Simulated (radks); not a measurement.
**Er³⁺ in [Xe] 4f11: an all-electron calculation**

What are the levels of the erbium ion Er3+, how large are its shells, and how does its energy divide?

The numbers are computed with radks (a radial shooting solver on a logarithmic mesh, Libxc functionals) version 1 (scalar-relativistic Kohn-Sham, BLYP, spin-polarised, spherical densities, finite nucleus; open shells are filled with parallel spins first), except any that are marked as measured or tabulated.

## Step 1: The system

| Property | Result |
| --- | --- |
| element | erbium (Z = 68) |
| charge | +3 |
| electrons | 65 |
| configuration | [Xe] 4f11 |
| nuclear rms radius | 5.2516 fm |

The outer shells:

Er³⁺
```
[Xe] core
4f [↑↓][↑↓][↑↓][↑↓][↑ ][↑ ][↑ ]
```

## Step 2: The calculation

Input:

```text
Z 68
configuration [Xe] 4f11
relativity scalar-relativistic
functional b88,lyp
spin polarised
nucleus finite rms 5.2516 fm
c 137.035999084
```

What does the calculation give?

The runs gave:

| quantity | value |
| --- | --- |
| total energy | -13084.3293 hartree |
| exchange-correlation share of it | 2.12 % |
| −T/E | 1.0840 |
| highest occupied level | 4f down, -33.948 eV |
| most extended occupied level | 5p down, <r> = 1.44 bohr |
| radius at density 0.001 e/bohr³ | 3.14 bohr |
| maxima of the radial density | 4 |
| ionisation energy, NIST | 42.42 (semi-emp.) eV |

5 principal shells are occupied and 4 maxima appear in the radial density; where shells overlap, one shows as a shoulder or not at all. Relativity lifts −T/E to 1.084. The top level binds by 33.948 eV, 80 % of the NIST ionisation energy of 42.42 eV; the potential of a semilocal functional falls off too fast, so its top eigenvalue is too shallow. Open shells are spherical and high-spin; term and fine-structure splittings are not resolved. Spin-orbit splitting is averaged out at the scalar-relativistic level.
